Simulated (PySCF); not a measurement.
# C2H8N2Pb: the cost of one run

Programs: PySCF 2.14.0, with routines of our own; each step states its level. All values are computed. Atoms count from 0.

## 1. The system as given

13 atoms, charge 0, multiplicity 1; geometry from: GFN2-xTB.

## 2. Relaxing the molecule at PBE0-D3(BJ)/def2-SVP

What the job is given:

```
{"job": {"xc": "PBE0", "basis": "def2-SVP", "d3": "d3bj", "grid": 1, "maxiter": 30, "shake": 0.01, "kind": "geom"}, "charge": 0, "multiplicity": 1}
C     -2.275070     0.004890    -0.047720
C     -1.214270     0.807880    -0.739900
N      0.016730     0.562560    -0.738180
N      0.604440    -0.481260    -0.118870
Pb     2.665550    -0.300550     0.403570
H     -3.254660     0.537800    -0.168280
H     -2.365290    -0.974560    -0.474870
H     -2.065630    -0.067850     1.009640
H     -1.493890     1.676060    -1.309270
H     -0.029160    -0.990600     0.545390
H      3.235540     1.095780    -0.435730
H      2.781610    -0.120130     2.172130
H      3.399930    -1.766900    -0.108250
```

The run is started by

```
OMP_NUM_THREADS=1 python heavy_run.py task.json out
```

One launch serves the whole session: the jobs run in the order shown.

**Question.** How long does this first job take on 1 thread of Intel Xeon 6975P-C, shared host, and how much memory does it need?

About 55 s, with a peak of 0.53 GiB.
